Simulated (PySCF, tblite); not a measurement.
# C₂H₆BS₂ radical: geometry, infrared bands and EPR parameters

Aim: predict the infrared bands and EPR parameters of C₂H₆BS₂ radical (`CS[B]SC`).

The runs use tblite 0.8.0 and PySCF 2.14.0, with density-fitted response routines of our own; the level of theory stands in each step. All values are computed, except where a source is named. Atoms count from 0, in the outputs and in this text.

### Step 1. The molecule as given

11 atoms, charge 0, multiplicity 2; geometry from: force field or distance geometry start.

Bonds of the start (Å): C0–S1 1.80, S1–B2 1.88, B2–S3 1.90, S3–C4 1.80, C0–H5 1.11, C0–H6 1.12, C0–H7 1.10, C4–H8 1.13, C4–H9 1.11, C4–H10 1.11.

### Step 2. Geometry optimisation with GFN2-xTB

What the job is given:

```
{"job": {"kind": "relax", "xc": "GFN2-xTB", "basis": "xTB"}, "charge": 0, "multiplicity": 2}
C      2.559800     0.350600    -0.095000
S      0.765700     0.398900     0.092900
B      0.040500    -1.198300     0.757900
S     -1.859800    -1.262900     0.843900
C     -2.466400    -0.059000    -0.351400
H      2.780300     0.120900    -1.154700
H      2.928600     1.379800     0.144100
H      3.070300    -0.336500     0.597100
H     -1.627700     0.325000    -1.002300
H     -3.252000    -0.535700    -0.967200
H     -2.933800     0.819900     0.148700
```

The run is started by

```sh
$ OMP_NUM_THREADS=1 python probes_run.py task.json out
```

One launch serves the whole session: the jobs run in the order shown.

**Question.** This job is followed by: GFN2-xTB harmonic vibrations, gas phase; UKS B3LYP, pcH-1 on B C H S, non-relativistic, mean-field spin-orbit, GIAO. Predict these results of the whole session: strongest single infrared mode (GFN2-xTB); zero-point energy (GFN2-xTB); g(iso) (B3LYP); ⟨S²⟩; largest a(iso) (averaged by class); surface potential, 1st and 99th percentile.

**Answer**, as computed:

| quantity | value |
| --- | --- |
| strongest single infrared mode (GFN2-xTB) | 988 cm⁻¹, 98 km/mol |
| zero-point energy (GFN2-xTB) | 49.0 kcal/mol |
| g(iso) (B3LYP) | 2.00003 |
| ⟨S²⟩ | 0.754 (exact 0.75) |
| largest a(iso) (averaged by class) | 11B on B2, 363.7 MHz |
| surface potential, 1st and 99th percentile | -0.75 V and 0.97 V |

Relaxing lowered the energy by 0.634 eV in 88 steps; the close pair that moved most is B2–S3, from 1.903 to 1.733 Å. All 27 modes are real, so the xTB geometry is a minimum. The strongest single mode, at 988 cm⁻¹, moves mainly B2. GFN2-xTB is a fitted tight-binding method: band positions and strengths are rough. Its intensities can rank the bands wrongly. Most of the unpaired spin sits on B2 (0.91 e). The isotropic g lies 2.3 ppt below the free-electron value.
